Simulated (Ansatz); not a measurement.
FH3SSi, SMILES F[SiH2]S, the interaction energy of a dimer with the counterpoise correction

Program: Ansatz 0.2.0, Python API.

Notebook, run cell by cell (the value of a cell's last expression is shown):

**Cell 1**
```python
import ansatz as az
```

**Cell 2**
```python
FIRST = [
    ("F", (-1.8459, 0.5638, -0.2587)),
    ("Si", (-0.4045, 0.0352, -0.3571)),
    ("S", (0.5134, 0.2613, 1.5344)),
    ("H", (-0.3559, -1.3907, -0.7175)),
    ("H", (0.3746, 0.7903, -1.3867)),
    ("H", (1.7183, -0.2599, 1.1855)),
]
SECOND = [
    ("F", (4.1525, 0.2334, 0.3367)),
    ("Si", (3.3705, 0.4402, -0.9719)),
    ("S", (3.2107, -1.4282, -1.9491)),
    ("H", (2.0092, 0.9463, -0.735)),
    ("H", (4.0684, 1.4159, -1.8653)),
    ("H", (2.5084, -0.9822, -3.0229)),
]

def energy(atoms, ghosts=()):
    molecule = az.Crystal.molecule()
    for symbol, xyz in atoms:
        molecule = molecule.atom(symbol, xyz)
    calc = (
        molecule.calculation()
        .basis(gaussian="cc-pVDZ")
        .correlation("mp2")
        .accuracy("high")
        .scf(lower_state_search="light")
    )
    deck = calc.input()
    if ghosts:
        deck = deck.set(az.key.basis.gaussian.ghost_atoms, [{"symbol": s, "position_ang": list(xyz)} for s, xyz in ghosts])
    return az.Session.from_dict(deck).plan().execute().report["free_energy_ev"]

both = energy(FIRST + SECOND)
alone = energy(FIRST) + energy(SECOND)
ghosted = energy(FIRST, SECOND) + energy(SECOND, FIRST)
print(f"dimer {both:.6f} eV")
print(f"interaction, uncorrected   {96.485332 * (both - alone):8.3f} kJ/mol")
print(f"interaction, counterpoise  {96.485332 * (both - ghosted):8.3f} kJ/mol")
print(f"basis-set superposition    {96.485332 * (alone - ghosted):8.3f} kJ/mol")
```
Output:
```text
dimer -42892.575926 eV
interaction, uncorrected     22.084 kJ/mol
interaction, counterpoise    32.856 kJ/mol
basis-set superposition      10.772 kJ/mol
```

Uncorrected it is 22.084 kJ/mol, with the counterpoise correction 32.856 kJ/mol; the difference, 10.77 kJ/mol, is the superposition error. In this basis both values are repulsive.

Reading the output:
- The settings weren't tested for convergence.
- The dimer is a generated trial pose of unrelaxed monomers, not a minimum, so the figure is no binding energy, and the basis set is small.
- Finished in 21 s on 1 thread of Intel(R) Xeon(R) 6975P-C (Granite Rapids), with other jobs on the host, peak memory 0.65 GiB.

(Lines on the test bed's own set-up are left out of the output.)
